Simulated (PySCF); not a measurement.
# C2HBF2: electronic excitations and core binding energies

Aim: predict the electronic excitations and core binding energies of C2HBF2 (`C#CB(F)F`).

Computed with PySCF 2.14.0, with density-fitted response routines of our own, on a single molecule in the gas phase. Atoms are numbered from 0 throughout.

## Step 1: The molecule as given

6 atoms, charge 0, multiplicity 1; geometry from: GFN2-xTB.

Bonds of the start (Å): C0–C1 1.20, C1–B2 1.52, B2–F3 1.32, B2–F4 1.32, C0–H5 1.05.

## Step 2: Ultraviolet spectrum: B3LYP/def2-SVPD

What the job is given:

```
{"job": {"kind": "uv", "xc": "B3LYP", "basis": "def2-SVPD", "nstates": 8, "ntriplets": 3}, "charge": 0, "multiplicity": 1}
C      1.618751    -0.092139     0.017252
C      0.417579    -0.026329     0.003568
B     -1.096234     0.061771    -0.017119
F     -1.735945     1.115330    -0.478833
F     -1.870075    -0.907346     0.423439
H      2.669047    -0.149298     0.030118
```

Level: TDDFT B3LYP/def2-SVPD, vertical, gas phase, core orbitals frozen in the response.

Command:

```console
$ OMP_NUM_THREADS=1 python probes_run.py task.json out
```

The driver reads the jobs from task.json and runs them one after another.

The log of the run:

```text
coarse grid: 6056 points
cycle   1  E = -301.0830924334  dE =  5.807e-01  |g| = 6.373e-01  |ddm| = 9.016e+00
cycle   2  E = -301.0116957042  dE =  7.140e-02  |g| = 9.401e-01  |ddm| = 1.924e+00
cycle   3  E = -301.1573954488  dE = -1.457e-01  |g| = 8.071e-02  |ddm| = 9.273e-01
cycle   4  E = -301.1588073833  dE = -1.412e-03  |g| = 2.875e-02  |ddm| = 1.342e-01
cycle   5  E = -301.1588945466  dE = -8.716e-05  |g| = 2.387e-02  |ddm| = 4.873e-02
cycle   6  E = -301.1590401098  dE = -1.456e-04  |g| = 7.838e-04  |ddm| = 2.386e-02
cycle   7  E = -301.1590402781  dE = -1.683e-07  |g| = 7.914e-05  |ddm| = 3.805e-03
final grid: 62208 points
cycle   8  E = -301.2018791462  dE = -3.999e-05  |g| = 2.282e-03  |ddm| = 7.315e-02
cycle   9  E = -301.2018787518  dE =  3.944e-07  |g| = 2.620e-03  |ddm| = 1.047e-02
cycle  10  E = -301.2018803357  dE = -1.584e-06  |g| = 8.952e-04  |ddm| = 3.965e-03
cycle  11  E = -301.2018805319  dE = -1.962e-07  |g| = 2.280e-04  |ddm| = 9.982e-04
cycle  12  E = -301.2018805441  dE = -1.219e-08  |g| = 6.543e-05  |ddm| = 2.515e-04
cycle  13  E = -301.2018805448  dE = -6.756e-10  |g| = 1.648e-05  |ddm| = 6.988e-05
converged SCF energy = -301.2018805448

Static polarisability (au): isotropic 35.418, principal 25.480 29.731 51.044

Singlet excitations
state   eV       nm        f      main configurations
  1   5.3009    233.9   0.00000   H->L 0.99
  2   6.1229    202.5   0.04700   H-1->L 0.71, H->L+1 0.28
  3   6.9533    178.3   0.00000   H-1->L+1 0.99
  4   8.1039    153.0   0.05132   H->L+2 0.98
  5   8.3119    149.2   0.05833   H-1->L+2 0.98
  6   8.6811    142.8   0.00000   H-2->L 0.98
  7   8.7359    141.9   0.00190   H-3->L 0.98
  8   8.7584    141.6   0.00733   H->L+3 0.98

Triplet excitations (Tamm-Dancoff, eV): 4.6607 4.8993 5.6413
```

Run time: 5.7 s. Hardware: 1 thread of Intel Xeon 6975P-C, shared host; peak memory 0.45 GiB.

The orbitals next to the gap, with their largest atomic shares:

```
orbital      eV                      atoms
 HOMO−3  -11.98  F4 34 %, F3 28 %, C1 17 %
 HOMO−2  -11.95   F3 50 %, F4 44 %, B2 4 %
 HOMO−1   -8.99   C1 44 %, C0 41 %, B2 7 %
   HOMO   -8.79   C0 44 %, C1 44 %, H5 4 %
   LUMO   -1.85  C0 27 %, B2 26 %, C1 24 %
 LUMO+1   -0.22  C0 39 %, C1 36 %, H5 10 %
 LUMO+2    0.24   B2 61 %, C0 14 %, C1 9 %
```

With each of the 8 states as a Gaussian band of 0.4 eV half-width at 1/e, the curve within the window shown has maxima at 203 nm (ε 1,900), 151 nm (ε 4,200) L/(mol cm). Beyond the last state computed it falls off for lack of states. The curve at chosen wavelengths:

```json
{"nm": "137", "ε (L/mol/cm)": "289"}
{"nm": "142", "ε (L/mol/cm)": "1295"}
{"nm": "147", "ε (L/mol/cm)": "3348"}
{"nm": "152", "ε (L/mol/cm)": "4133"}
{"nm": "157", "ε (L/mol/cm)": "2454"}
{"nm": "162", "ε (L/mol/cm)": "770"}
{"nm": "167", "ε (L/mol/cm)": "140"}
{"nm": "172", "ε (L/mol/cm)": "17"}
{"nm": "177", "ε (L/mol/cm)": "15"}
{"nm": "182", "ε (L/mol/cm)": "94"}
{"nm": "187", "ε (L/mol/cm)": "370"}
{"nm": "192", "ε (L/mol/cm)": "928"}
{"nm": "197", "ε (L/mol/cm)": "1572"}
{"nm": "203", "ε (L/mol/cm)": "1901"}
{"nm": "208", "ε (L/mol/cm)": "1627"}
{"nm": "213", "ε (L/mol/cm)": "1090"}
{"nm": "218", "ε (L/mol/cm)": "592"}
{"nm": "223", "ε (L/mol/cm)": "268"}
{"nm": "228", "ε (L/mol/cm)": "104"}
{"nm": "233", "ε (L/mol/cm)": "35"}
{"nm": "238", "ε (L/mol/cm)": "11"}
{"nm": "243", "ε (L/mol/cm)": "3"}
{"nm": "248", "ε (L/mol/cm)": "1"}
{"nm": "253", "ε (L/mol/cm)": "0"}
{"nm": "258", "ε (L/mol/cm)": "0"}
{"nm": "263", "ε (L/mol/cm)": "0"}
```

Leading natural transition orbitals of singlet state 5: the hole lies on C0, C1 about 45 % each; the particle on F3, F4 about 23 % each; C1 18 %; C0 12 %.

Leading natural transition orbitals of singlet state 1: the hole lies on C0, C1 about 46 % each; the particle on B2 30 %; C0 29 %; C1 20 %.

Ground-state properties from the same run:

```
           property  computed
  dipole moment (D)      2.18
polarisability (Å³)      5.25
 HOMO–LUMO gap (eV)      6.93
      −ε(HOMO) (eV)      8.79
```

Orbitals, density, ELF and potential are computed afterwards from the orbital file.

Frontier orbitals at B3LYP/def2-SVPD, with the share of their density that lies nearest to each atom:

```
orbital  energy (eV)                    lies on
   HOMO        -8.79     C0, C1 about 46 % each
   LUMO        -1.85  B2 34 %; C0 26 %; C1 18 %
```

ELF in a plane through or near 6 of the atoms.

Ten even steps from ' ' (0.00) to '@' (1.00):
```
                                                        
                                                        
                                                        
                                ....::..                
                  ......        ==++**==--..            
                ..::----::      ++##%%##++::            
            ....--++++++++::  ..**%%--%%%%==..          
          --==++++**####**++--..++%%**%%%%++..          
        **%%@@@@%%++%%%%****%%==--##%%##**--            
        %%@@@@@@@@==..%%++::%%++##==--..                
        %%@@@@@@@@==::%%++..%%++%%==--....              
        **@@@@@@%%++##%%****%%==--##%%##**--            
          ::====++**####**++--..**%%++%%%%++..          
            ....--++++++++::    **%%--%%%%==..          
                ..::----::      ++##%%##++::            
                  ........      --++**==--..            
                                  ..::..                
                                                        
                                                        
                                                        
```
The map spans 10.5 Å across and 7.4 Å up, centred on the molecule. Atoms in the plane (x, y in Å): C0 (-1.6, 0.0), C1 (-0.4, 0.0), B2 (1.1, 0.0), F3 (1.8, 1.1), F4 (1.8, -1.1), H5 (-2.7, 0.0).

On the surface of density 0.002 e/bohr³ the electrostatic potential runs, from the 1st to the 99th percentile, from -0.64 V near F3 to 2.01 V near B2.

## Step 3: Core holes by ΔSCF: SCAN, X2C

Same as in step 2 but for these lines:

```diff
@@ -1,2 +1,2 @@
-{"job": {"kind": "uv", "xc": "B3LYP", "basis": "def2-SVPD", "nstates": 8, "ntriplets": 3}, "charge": 0, "multiplicity": 1}
+{"job": {"kind": "xps"}, "charge": 0, "multiplicity": 1}
 C      1.618751    -0.092139     0.017252
```

Method: delta-SCF UKS SCAN, pcX-2 on the ionised atom, pcseg-1 elsewhere, spin-free X2C.

The log of the run:

```text
ground state, core basis on atom 0 (C), 106 functions
  cycle   1  E = -301.40293173  |g| = 6.49e-01
  cycle   2  E = -301.31121248  |g| = 9.93e-01
  cycle   3  E = -301.47778174  |g| = 1.30e-01
  cycle   4  E = -301.48107403  |g| = 5.60e-02
  cycle   5  E = -301.48168998  |g| = 3.11e-02
  cycle   6  E = -301.48193200  |g| = 1.97e-03
  cycle   7  E = -301.48193338  |g| = 6.43e-04
  cycle   8  E = -301.48193376  |g| = 7.39e-05
  E(ground) = -301.47507276 Eh
hole in C 1s of atom 0
  cycle   1  E = -290.20180616  |g| = 1.50e+00
  cycle   2  E = -289.23753525  |g| = 1.91e+00
  cycle   3  E = -290.45126488  |g| = 8.23e-01
  cycle   4  E = -290.70934276  |g| = 3.18e-01
  cycle   5  E = -290.75475798  |g| = 1.43e-01
  cycle   6  E = -290.76243140  |g| = 4.50e-02
  cycle   7  E = -290.76345869  |g| = 1.25e-02
  cycle   8  E = -290.76383814  |g| = 8.06e-03
  cycle   9  E = -290.76407442  |g| = 5.52e-03
  cycle  10  E = -290.76413285  |g| = 3.78e-03
  cycle  11  E = -290.76413974  |g| = 2.47e-03
  cycle  12  E = -290.76414338  |g| = 3.15e-04
  E(ion) = -290.75723128 Eh   <S^2> = 0.8621   hole on atom = 1.000   binding energy = 291.647 eV
ground state, core basis on atom 1 (C), 106 functions
  cycle   1  E = -301.48223666  |g| = 6.65e-02
  cycle   2  E = -301.47975228  |g| = 1.03e-01
  cycle   3  E = -301.48199585  |g| = 4.61e-02
  cycle   4  E = -301.48257438  |g| = 5.33e-03
  cycle   5  E = -301.48258052  |g| = 1.23e-03
  cycle   6  E = -301.48258026  |g| = 2.25e-04
  E(ground) = -301.47585087 Eh
hole in C 1s of atom 1
  cycle   1  E = -290.22277245  |g| = 1.50e+00
  cycle   2  E = -289.35576832  |g| = 1.89e+00
  cycle   3  E = -290.39809399  |g| = 9.16e-01
  cycle   4  E = -290.73711738  |g| = 2.62e-01
  cycle   5  E = -290.77241885  |g| = 9.05e-02
  cycle   6  E = -290.77570655  |g| = 4.24e-02
  cycle   7  E = -290.77653058  |g| = 1.28e-02
  cycle   8  E = -290.77683760  |g| = 7.32e-03
  cycle   9  E = -290.77703650  |g| = 4.40e-03
  cycle  10  E = -290.77707485  |g| = 1.44e-03
  cycle  11  E = -290.77707615  |g| = 1.58e-03
  cycle  12  E = -290.77707667  |g| = 3.20e-04
  E(ion) = -290.76986872 Eh   <S^2> = 0.8439   hole on atom = 1.000   binding energy = 291.325 eV
ground state, core basis on atom 2 (B), 106 functions
  cycle   1  E = -301.47981976  |g| = 6.56e-02
  cycle   2  E = -301.47779777  |g| = 1.05e-01
  cycle   3  E = -301.47990856  |g| = 4.07e-02
  cycle   4  E = -301.48028025  |g| = 1.91e-02
  cycle   5  E = -301.48035947  |g| = 2.80e-03
  cycle   6  E = -301.48036086  |g| = 4.21e-04
  E(ground) = -301.47438132 Eh
hole in B 1s of atom 2
  cycle   1  E = -293.74778784  |g| = 1.17e+00
  cycle   2  E = -292.25721483  |g| = 1.90e+00
  cycle   3  E = -293.86198362  |g| = 6.31e-01
  cycle   4  E = -294.00265349  |g| = 4.55e-01
  cycle   5  E = -294.10742635  |g| = 1.54e-01
  cycle   6  E = -294.11935700  |g| = 4.71e-02
  cycle   7  E = -294.12015546  |g| = 2.70e-02
  cycle   8  E = -294.12045570  |g| = 4.91e-03
  cycle   9  E = -294.12049269  |g| = 2.33e-03
  cycle  10  E = -294.12051108  |g| = 1.72e-03
  cycle  11  E = -294.12051662  |g| = 1.72e-03
  cycle  12  E = -294.12052020  |g| = 5.99e-04
  cycle  13  E = -294.12052096  |g| = 2.79e-04
  E(ion) = -294.11818114 Eh   <S^2> = 0.8013   hole on atom = 1.000   binding energy = 200.172 eV
ground state, core basis on atom 3 (F), 106 functions
  cycle   1  E = -301.52242936  |g| = 1.26e-01
  cycle   2  E = -301.52124058  |g| = 1.07e-01
  cycle   3  E = -301.52202962  |g| = 7.21e-02
  cycle   4  E = -301.52270373  |g| = 2.36e-02
  cycle   5  E = -301.52284813  |g| = 1.83e-03
  cycle   6  E = -301.52284687  |g| = 7.09e-04
  cycle   7  E = -301.52284754  |g| = 1.00e-04
  E(ground) = -301.51739240 Eh
hole in F 1s of atom 3
  cycle   1  E = -275.14379135  |g| = 2.58e+00
  cycle   2  E = -274.96718521  |g| = 2.15e+00
  cycle   3  E = -275.76271264  |g| = 6.99e-01
  cycle   4  E = -275.74025146  |g| = 6.75e-01
  cycle   5  E = -276.01192868  |g| = 1.27e-01
  cycle   6  E = -276.01864279  |g| = 7.25e-02
  cycle   7  E = -276.02033947  |g| = 1.61e-02
  cycle   8  E = -276.02045215  |g| = 5.89e-03
  cycle   9  E = -276.02047319  |g| = 1.16e-03
  cycle  10  E = -276.02047341  |g| = 3.84e-04
  E(ion) = -276.02308789 Eh   <S^2> = 0.7565   hole on atom = 1.000   binding energy = 693.735 eV
```

Wall time 6.9 s (1 thread of Intel Xeon 6975P-C, shared host); peak memory 0.34 GiB.

The holes in one table. −ε is the ground-state orbital energy:

```
     hole  stands for             environment          ΔSCF (eV)  −ε (eV)   ⟨S²⟩
C1s on C0          C0  terminal alkyne carbon  291.65 (doubtful)    274.6  0.862
C1s on C1          C1           alkyne carbon             291.32    274.0  0.844
B1s on B2          B2  boron bonded to C, 2 F             200.17    183.5  0.801
F1s on F3      F3, F4    fluorine bonded to B             693.74    667.4  0.757
```

Each hole run stands for the others of its class of like atoms.

Doubtful: the ion did not converge, its hole moved, or its ⟨S²⟩ is well above 0.75.

## Step 4: What came out

```
                                                    quantity                        value
                            lowest singlet (B3LYP/def2-SVPD)  5.30 eV (234 nm), f = 0.000
                    brightest single state of those computed  state 5, 8.31 eV, f = 0.058
                                              lowest triplet                      4.66 eV
                       surface potential, 1st and 99th percentile           -0.64 V and 2.01 V
C1s binding energies, SCAN/pcX-2 (standing for 1 of 2 atoms)                 C1 291.32 eV
                            B1s binding energies, SCAN/pcX-2                 B2 200.17 eV
                            F1s binding energies, SCAN/pcX-2                 F3 693.74 eV
```

**Reading.** The lowest singlet, at 5.30 eV, is HOMO→LUMO 0.99 and is dark; of the 8 states computed, the strongest absorption comes from state 5 at 8.31 eV. The lowest triplet lies 0.64 eV below the lowest singlet (triplets in Tamm-Dancoff, singlets in full TDDFT). At B3LYP/def2-SVPD, counted by nearest atom on the grid, the HOMO lies on C0, C1 about 46 % each, the LUMO on B2 34 %; C0 26 %.
